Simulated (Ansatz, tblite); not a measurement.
# Si(SiH3)4 (Si₅H₁₂): a ladder of methods and basis sets

The task here is to estimate one member of a computed series from the others.

Method: as each input shows; program: Ansatz 0.2.0, Gaussian basis.

Levels to be run: GFN1-xTB, GFN2-xTB, PBE-D4/def2-TZVP, r2SCAN-D4/def2-TZVP, HF/def2-TZVP, CAM-B3LYP-D4/def2-TZVP, B2PLYP/def2-TZVP, PBE-D4/def2-SVP, PBE0-D4/def2-SVP, PBE0-D4/def2-TZVPD, PBE-D4/def2-TZVPD, HF/def2-TZVPD, CCSD(T)/def2-TZVP, RPA/def2-TZVP.

1 further run of the same task is left out (set aside as unsound or not needed).

## The structure

The geometry is that of the singlet, from an earlier relaxation (PBE-D4/def2-SVP).

17 atoms, charge 0, spin multiplicity 1.

Bond lengths: Si1–Si2 2.350 Å, Si1–Si6 2.350 Å, Si1–Si10 2.350 Å, Si1–Si14 2.350 Å, Si2–H3 1.506 Å, Si2–H4 1.506 Å, Si2–H5 1.506 Å, Si6–H7 1.506 Å, Si6–H8 1.506 Å, Si6–H9 1.506 Å, Si10–H11 1.506 Å, Si10–H12 1.506 Å, Si10–H13 1.506 Å, Si14–H15 1.506 Å, Si14–H16 1.506 Å, Si14–H17 1.506 Å. Angles: Si2–Si1–Si6 109.4°, Si2–Si1–Si10 109.5°, Si2–Si1–Si14 109.6°, Si6–Si1–Si10 109.4°, Si6–Si1–Si14 109.6°, Si10–Si1–Si14 109.4°, Si1–Si2–H3 110.2°, Si1–Si2–H4 110.3°, Si1–Si2–H5 110.2°, H3–Si2–H4 108.7°, H3–Si2–H5 108.7°, H4–Si2–H5 108.7°, Si1–Si6–H7 110.3°, Si1–Si6–H8 110.3°, Si1–Si6–H9 110.1°, H7–Si6–H8 108.7°, H7–Si6–H9 108.7°, H8–Si6–H9 108.7° and more.

PBE0-D4/def2-TZVP was run before; its log isn't repeated, and its numbers join the tables.

Set-up of the first run:

Tight binding, by tblite at 300 K electronic temperature and without a spin-polarisation term:

```python
tblite.interface.Calculator('GFN1-xTB', numbers, positions, charge=0, uhf=0).singlepoint()
```

Tight binding, by tblite at 300 K electronic temperature and without a spin-polarisation term:

```python
tblite.interface.Calculator('GFN2-xTB', numbers, positions, charge=0, uhf=0).singlepoint()
```

start.molden holds the orbitals of an earlier run on this state, given as this run's starting guess.

in.yaml

```yaml
crystal:
  periodic: [false, false, false]
  atoms:
    - {symbol: Si, position_ang: [-0.000474, -0.002015, 0.000563]}
    - {symbol: Si, position_ang: [-0.025673, -0.016074, 2.350373]}
    - {symbol: H, position_ang: [0.701667, -1.228164, 2.870840]}
    - {symbol: H, position_ang: [-1.443978, -0.049265, 2.856596]}
    - {symbol: H, position_ang: [0.649742, 1.219425, 2.885408]}
    - {symbol: Si, position_ang: [2.224145, 0.025486, -0.756936]}
    - {symbol: H, position_ang: [2.262032, 0.057523, -2.262382]}
    - {symbol: H, position_ang: [2.952708, -1.203960, -0.281146]}
    - {symbol: H, position_ang: [2.936238, 1.243580, -0.229627]}
    - {symbol: Si, position_ang: [-1.114545, 1.912874, -0.784034]}
    - {symbol: H, position_ang: [-2.536615, 1.928942, -0.287987]}
    - {symbol: H, position_ang: [-1.128057, 1.925315, -2.290150]}
    - {symbol: H, position_ang: [-0.418721, 3.156707, -0.296875]}
    - {symbol: Si, position_ang: [-1.084130, -1.923531, -0.809177]}
    - {symbol: H, position_ang: [-0.395563, -3.163727, -0.302386]}
    - {symbol: H, position_ang: [-1.060803, -1.938865, -2.315193]}
    - {symbol: H, position_ang: [-2.517983, -1.944242, -0.347888]}
basis:
  gaussian: {orbitals: def2-TZVP, initial_orbitals: start.molden}
hamiltonian: {xc: pbe, dispersion: d4}
scf: {omitted_lower_state_checks: [starts]}
output: {orbitals: {seedname: orbitals}}
```

On the command line:

```bash
$ ansatz run in.yaml --threads 2 --pin off --events-out ev --progress --plain --max-ram 22528MiB --backend cpu
```

Steps of the session up to this table: PBE-D4/def2-TZVP; r2SCAN-D4/def2-TZVP; HF/def2-TZVP; CAM-B3LYP-D4/def2-TZVP; B2PLYP/def2-TZVP; PBE-D4/def2-SVP; PBE0-D4/def2-SVP; PBE0-D4/def2-TZVPD; PBE-D4/def2-TZVPD; HF/def2-TZVPD; CCSD(T)/def2-TZVP; RPA/def2-TZVP.

One of the session's tables, all rows but one given; the rest of the session is left out.

It belongs to the step «Binding energy». 

```
                method  binding an atom (eV)
          HF/def2-TZVP                 2.301
         HF/def2-TZVPD                 2.302
       PBE-D4/def2-SVP                 2.951
      PBE-D4/def2-TZVP                 2.956
     PBE-D4/def2-TZVPD                 2.957
   r2SCAN-D4/def2-TZVP                 2.998
      PBE0-D4/def2-SVP                 2.953
     PBE0-D4/def2-TZVP                 2.963
    PBE0-D4/def2-TZVPD                 2.964
CAM-B3LYP-D4/def2-TZVP                 2.997
         MP2/def2-TZVP                     ?
        CCSD/def2-TZVP                 2.853
     CCSD(T)/def2-TZVP                 2.876
```

Estimate the missing values for MP2/def2-TZVP.

The run gave: binding an atom (eV): 2.823. In the column «binding an atom (eV)» it lies between HF/def2-TZVPD (2.302) and CCSD/def2-TZVP (2.853).

Caveats from the session: Free atoms were run apart at each level; binding is atoms less cluster, divided by the number of atoms, without zero-point or spin-orbit terms.
